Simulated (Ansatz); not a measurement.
# HF/aug-cc-pVDZ run of B2O2 (diboron dioxide)

What is the vertical electron affinity of B2O2 (diboron dioxide) at HF/aug-cc-pVDZ? 

Program for the calculation: Ansatz 0.2.0.

47 further runs of the same task are left out: 5 that didn't finish, 42 set aside as unsound or not needed.

### 1 Starting point

The species is B2O2 (4 atoms), meant as a singlet with charge 0. As SMILES, `O=BB=O`. The shape is that of a PBE0-D4/def2-TZVP optimisation.

Bond lengths: O1–B2 1.197 Å, B2–B3 1.640 Å, B3–O4 1.197 Å. Angles: O1–B2–B3 180.0°, B2–B3–O4 180.0°.

### 2 The energy at HF/aug-cc-pVDZ

File job.yaml:

```yaml
crystal:
  periodic: [false, false, false]
  atoms:
    - {symbol: O, position_ang: [-0.743090, 0.459760, 1.817650]}
    - {symbol: B, position_ang: [-0.302300, 0.187070, 0.739120]}
    - {symbol: B, position_ang: [0.302150, -0.186920, -0.739220]}
    - {symbol: O, position_ang: [0.743230, -0.459920, -1.817550]}
basis:
  gaussian: {orbitals: aug-cc-pVDZ}
hamiltonian: {xc: hf}
accuracy: high
output: {orbitals: {seedname: orbitals}}
```

Run with:

```sh
$ ansatz run job.yaml --threads 1 --pin off --max-ram 3480MiB --events-out events.jsonl --progress --plain --runs-dir runs
```

The log of the run:

```text
Warning: RAYON_NUM_THREADS=1 ignored (pool sized by the plan → 1); use --threads N
Functional definition: HF
  name "HF"
  exchange = exact_x
  correlation = 0
1577 factors; integrals over basis functions are off by at most 2.7e-9 eV
mean field evaluation 1: about -5413.5457 eV, gradient 5.9e1 eV
mean field evaluation 2: about -5413.5495 eV, gradient 5.9e1 eV
mean field evaluation 4: about -5420.6621 eV, gradient 3.2e0 eV
mean field evaluation 8: about -5420.7168 eV, gradient 1.9e-4 eV
mean field -5420.71676102 eV, -199.2076666737 hartree, gradient 2.8e-8 eV, S^2 0.000000; 0 other end points of the search recorded, 0 dependent functions left out
reference -5420.71676102 eV, -199.2076666737 hartree; 13, 13 occupied and 79, 79 virtual orbitals, 1577 factors
Total energy: -5420.71676102 eV, -199.2076666737 hartree
```

Wall time 1.2 s (1 thread of Intel Xeon 6975P-C (Granite Rapids), shared host); peak memory 0.2 GiB.

### 3 The doublet anion

Edit job.yaml of step 2 so:

```diff
@@ -9,4 +9,6 @@
   gaussian: {orbitals: aug-cc-pVDZ}
+magnetization: {spin_polarized: true, initial_magnetization: 1}
 hamiltonian: {xc: hf}
+output: {orbitals: {seedname: orbitals}}
 accuracy: high
-output: {orbitals: {seedname: orbitals}}
+total_charge: -1
```

Run with:

```sh
$ ansatz run job.yaml --threads 1 --pin off --max-ram 3480MiB --events-out events.jsonl --progress --plain --runs-dir runs
```

The log of the run, shortened:

```text
Warning: RAYON_NUM_THREADS=1 ignored (pool sized by the plan → 1); use --threads N
[... 2 set-up lines as earlier in the session ...]
[...]
1577 factors; integrals over basis functions are off by at most 2.7e-9 eV
[...]
mean field -5420.50810696 eV, -199.1999987783 hartree, gradient 1.9e-9 eV, S^2 0.760800; 3 other end points of the search recorded, 0 dependent functions left out
reference -5420.50810696 eV, -199.1999987783 hartree; 14, 13 occupied and 78, 79 virtual orbitals, 1577 factors
Total energy: -5420.50810696 eV, -199.1999987783 hartree
```

Run time: 2 min. Hardware: 1 thread of Intel Xeon 6975P-C (Granite Rapids), shared host; peak memory 0.28 GiB.

### 4 Summary of results

Level: HF/aug-cc-pVDZ.

| quantity | value |
| --- | --- |
| singlet B2O2: total energy | -199.20767 Eh |
| singlet B2O2: HOMO energy | -14.73 eV |
| singlet B2O2: LUMO energy | 0.62 eV |
| singlet B2O2: HOMO–LUMO gap | 15.35 eV |
| doublet anion: total energy | -199.20000 Eh |
| doublet anion: HOMO energy (highest over α and β) | -0.37 eV |
| doublet anion: LUMO energy (lowest over α and β) | 3.86 eV |
| doublet anion: ⟨S²⟩ | 0.761 |
| vertical electron affinity (to the doublet anion) | -0.209 eV |

The anion lies 0.21 eV (4.8 kcal/mol) above the neutral: the electron isn't bound at this level, and such a value depends on the basis. Hartree–Fock misses the correlation that binds many anions.
